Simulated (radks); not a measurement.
# Taking charge from the 5d level of Bi in fractions

An exercise on one series of results from a longer session: the logs are not shown, and one member is left open.

Program: radks (a radial shooting solver on a logarithmic mesh, Libxc functionals) version 1. Level of theory: scalar-relativistic Kohn-Sham, PBE, spin-polarised, spherical densities, finite nucleus; open shells are filled with parallel spins first. These are calculated values, not measurements, unless marked.

### The atom as given

| Item | Value |
| --- | --- |
| element | bismuth (Z = 83) |
| charge | 0 |
| electrons | 83 |
| configuration | [Xe] 4f14 5d(up 5, down 5) 6s2 6p3 |
| nuclear rms radius | 5.5211 fm |

A shell typed twice in an input gives spin up, then spin down.

Set-up of the first run:

Settings of this run:

```text
Z 83
configuration [Xe] 4f14 5d5 5d5 6s2 6p3
relativity scalar-relativistic
functional pbe,pbe
spin polarised
nucleus finite rms 5.5211 fm
c 137.035999084
```

Steps of the session up to this table: Start: [Xe] 4f14 5d(up 5, down 5) 6s2 6p3.

One of the session's tables, all rows but one given; the rest of the session is left out.

It belongs to the step «Start: [Xe] 4f14 5d(up 5, down 5) 6s2 6p3». Radial moments (bohr):

| level | <r> | outermost maximum (interpolated) | 90 % within | nodes |
| --- | --- | --- | --- | --- |
| 5p up | 0.9484 | 0.860 | 1.37 | 3 |
| 5p down | 0.9478 | 0.860 | 1.36 | 3 |
| 5d up | 1.240 | 1.03 | 1.87 | 2 |
| 5d down | ? | ? | ? | ? |
| 6s up | 2.188 | 1.89 | 3.20 | 5 |
| 6s down | 2.158 | 1.86 | 3.16 | 5 |
| 6p up | 3.016 | 2.47 | 4.54 | 4 |
| 6p down | 3.073 | 2.45 | 4.69 | 4 |

Estimate the missing values for 5d down.

The run gave: <r>: 1.229; outermost maximum (interpolated): 1.03; 90 % within: 1.85; nodes: 2. In the column «<r>» it lies between 5p up (0.9484) and 5d up (1.240).
